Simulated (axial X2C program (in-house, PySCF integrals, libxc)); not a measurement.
**A two-component session on As₂⁻: EOM-EA-CCSD levels**

Wanted for As₂⁻: EOM-EA-CCSD levels, at the two-component level.

Method: two-component X2C with atomic mean-field terms, As dyall-acv3z; program: an in-house X2C program for linear molecules on PySCF integrals.

All values are calculated.

## 1. The job

task.json reads:

```json
{"zs": [33, 33], "q": -1, "bas": ["dyall-acv3z", "dyall-acv3z"], "r0": 2.42, "eom": "ea", "thr": -2.0, "nmax": 92, "grid": [1, 0.96, 1.045, 0.92, 1.09, 1.15], "rq": 0}
```

Keys: zs atomic numbers; q charge; bas basis sets; r0 starting distance in Å; eom kind of EOM run; thr threshold in hartree for freezing inner shells (an s shell follows its p shell); nmax most natural virtual spinors; grid distances as factors.

Started as:

```bash
$ python soeom.py task.json out
```

Further steps of the session: EOM-EA-CCSD at 2.084 Å.

Q: Predict the outcome of this session. Wanted: next root led by one particle; T1 of the reference.

As calculated:

| quantity | value |
| --- | --- |
| lowest root at 2.084 Å | Ω = 1/2, 0.481 eV |
| next root led by one particle | Ω = 3/2, about 1010 cm⁻¹ higher |
| T1 of the reference | 0.016 |

The added electron is bound by 0.48 eV in a spinor of 60% As pπ, 17% As dπ. Errors of 0.1 to 0.3 eV are usual at this size, and roots led by higher excitations are left out, so the list is incomplete, and low states of that kind can be missing. g and u states are not told apart.
